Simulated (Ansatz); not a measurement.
# BBrH2: the cost of one run

Computed with Ansatz 0.2.0, Gaussian basis. Level: PBE0-D4/def2-TZVP structures, single points in def2-TZVPP, no counterpoise correction.

Levels: SPW92, PBE-D4, BLYP-D4, r2SCAN-D4, B97M-V, PBE0-D4, B3LYP-D4, r2SCAN0-D4, BHLYP-D4, CAM-B3LYP-D4, wB97X-V, wB97M-V, B2PLYP, PBE-QIDH, RPA on PBE, Hartree-Fock, MP2, CCSD, CCSD(T).

Cores are frozen in the correlated methods. Filled d shells of the heavier atoms are correlated. B3LYP uses VWN-RPA correlation. B2PLYP carries no dispersion term here.

94 further runs of the same task are left out: 94 set aside as unsound or not needed.

### Step 1. The starting structure

The complex: 9 atoms, charge 0, spin multiplicity 1.

Atoms are counted from 1 here; the program's logs count them from 0.

Bond lengths: B1–Br2 1.893 Å, B1–H3 1.188 Å, B1–H4 1.188 Å, H5–C6 1.090 Å, C6–H7 1.089 Å, C6–H8 1.090 Å, C6–H9 1.089 Å. Angles: Br2–B1–H3 117.8°, Br2–B1–H4 117.8°, H3–B1–H4 124.4°, H5–C6–H7 109.3°, H5–C6–H8 110.0°, H5–C6–H9 109.3°, H7–C6–H8 109.3°, H7–C6–H9 109.7°, H8–C6–H9 109.2°.

As a file:

```xyz
9

B    -0.38672   -1.78773   -0.46148
Br    0.35439   -1.87436   -2.20147
H    -1.52619   -1.46615   -0.35954
H     0.31391   -2.07457    0.45450
H     0.55362    1.05480   -0.46027
C     0.24889    1.43974    0.51309
H    -0.42905    2.28075    0.37145
H    -0.25938    0.65993    1.08106
H     1.13063    1.76758    1.06266
```

Its parts: BH2Br holds atoms 1, 2, 3, 4; CH4 holds atoms 5, 6, 7, 8, 9. Each part counts its atoms afresh in its own runs.

### Step 2. Relaxing BH2Br alone

File relax-a/in.yaml:

```yaml
crystal:
  periodic: [false, false, false]
  atoms:
    - {symbol: B, position_ang: [-0.386721, -1.787726, -0.461479]}
    - {symbol: Br, position_ang: [0.354393, -1.874364, -2.201468]}
    - {symbol: H, position_ang: [-1.526189, -1.466147, -0.359541]}
    - {symbol: H, position_ang: [0.313907, -2.074567, 0.454505]}
basis:
  gaussian: {orbitals: def2-TZVP}
hamiltonian: {xc: pbe0, dispersion: d4}
relax: {f_tol: 0.005, max_steps: 200}
```

On the command line:

```bash
> ansatz run in.yaml --threads 4 --pin off --events-out ev --progress --plain --max-ram 9574MiB
```

**Question.** How long does this run take on 4 threads of Intel Xeon at 2.50GHz, shared host?

About 4.6 s.
